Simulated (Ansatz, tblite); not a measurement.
# MoS2Cl2: one state, many levels

One table from this session's results is given with a row withheld; the runs are named, their logs left out.

Program: Ansatz 0.2.0, Gaussian basis. Level of theory: as each input shows. These are calculated values, not measurements.

The runs, in order: GFN1-xTB, GFN2-xTB, PBE-D4/def2-TZVP, r2SCAN-D4/def2-TZVP, r2SCANh-D4/def2-TZVP, BHLYP-D4/def2-TZVP, CAM-B3LYP-D4/def2-TZVP, revPBE-D4/def2-TZVP, B3LYP-D4/def2-TZVP, B97M-V/def2-TZVP, HSE06-D4/def2-TZVP, PBE-D4/def2-SVP, PBE0-D4/def2-SVP, PBE0-D4/def2-TZVPD, PBE-D4/def2-TZVPD, r2SCAN-D4/def2-TZVPD, CCSD(T)/def2-TZVP, RPA/def2-TZVP.

3 further runs of the same task are left out: 1 that didn't finish, 2 set aside as unsound or not needed. Runs told in other sessions of the task aren't counted.

## The geometry

The geometry is that of the singlet, from an earlier relaxation (B3LYP-D4/def2-SVP).

5 atoms, charge 0, spin multiplicity 1.

Bond lengths: Mo1–S2 2.105 Å, Mo1–S3 2.105 Å, Mo1–Cl4 2.262 Å, Mo1–Cl5 2.262 Å. Angles: S2–Mo1–S3 107.9°, S2–Mo1–Cl4 108.9°, S2–Mo1–Cl5 109.0°, S3–Mo1–Cl4 109.0°, S3–Mo1–Cl5 109.0°, Cl4–Mo1–Cl5 113.0°.

Formally the metal is d0. Mo takes a core potential in the def2 sets. No spin-orbit coupling is included.

PBE0-D4/def2-TZVP was run before; its log isn't repeated, and its numbers join the tables.

The first run:

Tight binding, by tblite at 300 K electronic temperature and without a spin-polarisation term:

```python
tblite.interface.Calculator('GFN1-xTB', numbers, positions, charge=0, uhf=0).singlepoint()
```

Tight binding, by tblite at 300 K electronic temperature and without a spin-polarisation term:

```python
tblite.interface.Calculator('GFN2-xTB', numbers, positions, charge=0, uhf=0).singlepoint()
```

start.molden holds the orbitals of an earlier run on this state, given as this run's starting guess.

in.yaml reads:

```yaml
crystal:
  periodic: [false, false, false]
  atoms:
    - {symbol: Mo, position_ang: [0.003421, -0.000046, 0.002388]}
    - {symbol: S, position_ang: [0.040549, -0.016157, 2.107449]}
    - {symbol: S, position_ang: [1.994751, 0.012919, -0.681224]}
    - {symbol: Cl, position_ang: [-1.026542, 1.887332, -0.699636]}
    - {symbol: Cl, position_ang: [-1.012180, -1.884058, -0.728977]}
basis:
  gaussian: {orbitals: def2-TZVP, initial_orbitals: start.molden}
hamiltonian: {xc: pbe, dispersion: d4}
scf: {omitted_lower_state_checks: [starts]}
output: {orbitals: {seedname: orbitals}}
```

Command:

```bash
$ ansatz run in.yaml --threads 4 --pin off --events-out ev --progress --plain --max-ram 3916MiB
```

Steps of the session up to this table: PBE-D4/def2-TZVP; r2SCAN-D4/def2-TZVP; r2SCANh-D4/def2-TZVP; BHLYP-D4/def2-TZVP; CAM-B3LYP-D4/def2-TZVP; revPBE-D4/def2-TZVP; B3LYP-D4/def2-TZVP; B97M-V/def2-TZVP; HSE06-D4/def2-TZVP; PBE-D4/def2-SVP; PBE0-D4/def2-SVP; PBE0-D4/def2-TZVPD; PBE-D4/def2-TZVPD; r2SCAN-D4/def2-TZVPD; CCSD(T)/def2-TZVP; RPA/def2-TZVP.

One of the session's tables, all rows but one given; the rest of the session is left out.

It belongs to the step «Levels side by side». 

| level | HOMO (eV) | LUMO (eV) | gap (eV) |
| --- | --- | --- | --- |
| PBE-D4/def2-SVP | -6.67 | -4.64 | 2.04 |
| PBE-D4/def2-TZVP | -6.70 | -4.71 | 1.99 |
| PBE-D4/def2-TZVPD | ? | ? | ? |
| revPBE-D4/def2-TZVP | -6.65 | -4.64 | 2.01 |
| r2SCAN-D4/def2-TZVP | -6.99 | -4.77 | 2.22 |
| r2SCAN-D4/def2-TZVPD | -6.99 | -4.78 | 2.22 |
| B97M-V/def2-TZVP | -7.04 | -4.75 | 2.29 |
| r2SCANh-D4/def2-TZVP | -7.39 | -4.52 | 2.87 |
| B3LYP-D4/def2-TZVP | -7.57 | -4.24 | 3.32 |
| PBE0-D4/def2-SVP | -7.85 | -4.10 | 3.75 |
| PBE0-D4/def2-TZVP | -7.82 | -4.11 | 3.70 |
| PBE0-D4/def2-TZVPD | -7.83 | -4.14 | 3.70 |
| HSE06-D4/def2-TZVP | -7.43 | -4.48 | 2.95 |
| BHLYP-D4/def2-TZVP | -8.76 | -3.29 | 5.47 |
| CAM-B3LYP-D4/def2-TZVP | -8.99 | -3.11 | 5.88 |

Q: Estimate the row for PBE-D4/def2-TZVPD from the others.

As computed: HOMO (eV): -6.73; LUMO (eV): -4.74; gap (eV): 1.99. In the column «HOMO (eV)» it lies between r2SCAN-D4/def2-TZVPD (-6.99) and PBE-D4/def2-TZVP (-6.70).
